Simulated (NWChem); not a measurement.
# C3H5F (SMILES C=CCF): B3LYP/6-311+G(d,p) (density fitting with ahlrichs coulomb fitting)

What is the electronic atomisation energy of C3H5F at B3LYP/6-311+G** (density fitting with ahlrichs coulomb fitting)? 

The calculation is run with NWChem 7.3.0.

## Step 1: The structure to begin with

The species is C3H5F (9 atoms), meant as a singlet with charge 0. SMILES: `C=CCF`. Geometry: relaxed at PBE0-D4/def2-TZVP. This is one conformer, not always the lowest.

Bond lengths: C1–C2 1.324 Å, C2–C3 1.486 Å, C3–F4 1.387 Å, C1–H5 1.084 Å, C1–H6 1.086 Å, C2–H7 1.087 Å, C3–H8 1.096 Å, C3–H9 1.094 Å. Some angles: C1–C2–C3 123.6°, C2–C3–F4 110.3°, C1–C2–H7 120.6°, C3–C2–H7 115.9°, C2–C1–H5 121.7°, C2–C1–H6 121.3°, C2–C3–H8 111.1°, C2–C3–H9 111.2°, F4–C3–H8 106.9°, F4–C3–H9 108.2°.

## Step 2: A single-point energy at B3LYP/6-311+G(d,p) (density fitting with ahlrichs coulomb fitting) (run 1)

The input, c3h5f.nw:

```
start c3h5f
memory stack 880 mb heap 220 mb global 1100 mb
charge 0

geometry noautosym nocenter noautoz
  C     -0.578000     1.122500    -0.608000
  C      0.352500     0.215400    -0.353400
  C      0.200500    -0.852800     0.668500
  F      0.430500    -2.098200     0.102300
  H     -0.422500     1.909200    -1.336700
  H     -1.531700     1.114000    -0.089100
  H      1.299800     0.230700    -0.886500
  H      0.929800    -0.730800     1.477200
  H     -0.806800    -0.852300     1.094700
end

basis spherical bse
  C library 6-311+G**
  F library 6-311+G**
  H library 6-311+G**
end

basis "cd basis" spherical
  C library "ahlrichs coulomb fitting"
  F library "ahlrichs coulomb fitting"
  H library "ahlrichs coulomb fitting"
end

dft
  xc b3lyp
  grid fine
  convergence energy 1e-08
  maxiter 100
  mulliken
  print low
end

task dft energy
```

The run is started by

```sh
$ nwchem c3h5f.nw > c3h5f.out
```

What it wrote:

```text
[...]
 d= 0,ls=0.0,diis     1   -217.1396673295 -3.32D+02  8.10D-03  7.98D-01     2.7
[...]
 d= 0,ls=0.0,diis    10   -217.2090203998 -6.07D-09  3.09D-07  4.02D-09    19.5
         Total DFT energy =     -217.209020399761
      One electron energy =     -523.107157815923
           Coulomb energy =      219.933159270594
    Exchange-Corr. energy =      -28.615638400527
 Nuclear repulsion energy =      114.580616546095
[...]
      Total Density - Mulliken Population Analysis
     ---------------------------------------------
    Atom       Charge   Shell Charges
 -----------   ------   -------------------------------------------------------
    1 C    6     6.29   1.10  0.89  0.65  0.77  1.43  0.47  0.85  0.03  0.07  0.04
    2 C    6     5.92   1.10  0.89  0.65  0.77  1.46  0.45  0.79 -0.23 -0.00  0.06
    3 C    6     6.30   1.10  0.89  0.62  0.77  1.48  0.38  0.66  0.24  0.05  0.11
    4 F    9     9.18   1.08  0.92  1.18  1.09  2.34  0.88  1.69 -0.05  0.06  0.00
    5 H    1     0.86   0.28  0.48  0.08  0.03
    6 H    1     0.87   0.28  0.48  0.09  0.03
    7 H    1     0.86   0.28  0.48  0.08  0.02
    8 H    1     0.85   0.28  0.48  0.07  0.02
    9 H    1     0.86   0.28  0.48  0.08  0.02
[...]
```

Run time: 20 s. Hardware: 1 thread of AMD EPYC 9R14 (Zen 4), shared host; peak memory 0.13 GiB.

## Step 3: The C atom, same level (run 2)

The input, input.nw:

```
start input
title "C"
memory total 2200 mb
charge 0
geometry units angstrom noautosym nocenter noautoz
  C      0.000000     0.000000     0.000000
end
basis "ao basis" spherical bse
  C library 6-311+G**
end
basis "cd basis" spherical
  C library "ahlrichs coulomb fitting"
end
dft
  xc b3lyp
  mult 3
  grid fine
  convergence energy 1e-08
  maxiter 100
  mulliken
  noprint "final vectors analysis"
end
task dft energy
```

Run the same way, it converges to -37.85728 Eh (log not shown).

## Step 4: The F atom, same level (run 3)

The input, f.nw:

```
start f
memory 2200 mb
geometry noautosym nocenter noautoz
  F        0.000000       0.000000       0.000000
end
basis spherical bse
  F library 6-311+G**
end
basis "cd basis" spherical
  F library "ahlrichs coulomb fitting"
end
dft
  xc b3lyp
  mult 2
  grid fine
  convergence energy 1e-08
  iterations 100
  mulliken
  noprint "final vectors analysis"
end
task dft energy
```

Run the same way, it converges to -99.76061 Eh (log not shown).

## Step 5: The H atom, same level (run 4)

The input, h.xyz:

```xyz
1
H energy
H      0.000000     0.000000     0.000000
```

The input, h.nw:

```
start h
title "H energy"
memory 2200 mb
geometry noautosym nocenter noautoz
  load h.xyz
end
basis spherical bse
  * library 6-311+G**
end
basis "cd basis" spherical
  * library "ahlrichs coulomb fitting"
end
dft
  xc b3lyp
  mult 2
  grid fine
  convergence energy 1e-08
  iterations 100
  mulliken
  print low
end
task dft
```

Run the same way, it converges to -0.50216 Eh (log not shown).

## Step 6: All runs side by side

| run | level | partner | energy (Eh) | wall time |
| --- | --- | --- | --- | --- |
| 1 | B3LYP/6-311+G** (density fitting with ahlrichs coulomb fitting) | base | -217.209020 | 20 s |
| 2 | UB3LYP/6-311+G** (density fitting with ahlrichs coulomb fitting) | atoms | -37.857284 | 0.82 s |
| 3 | UB3LYP/6-311+G** (density fitting with ahlrichs coulomb fitting) | atoms | -99.760606 | 0.82 s |
| 4 | UB3LYP/6-311+G** (density fitting with ahlrichs coulomb fitting) | atoms | -0.502158 | 0.64 s |

## Step 7: What came out

Level: B3LYP/6-311+G** (density fitting with ahlrichs coulomb fitting).

| quantity | value |
| --- | --- |
| H atom: total energy | -0.50216 Eh |
| H atom: ⟨S²⟩ | 0.750 |
| electronic atomisation energy | 37.165 eV |

Taking the molecule apart into free atoms costs 37.16 eV (857 kcal/mol), before zero-point energy and without spin-orbit coupling. All runs together took 22 s, the longest 20 s.
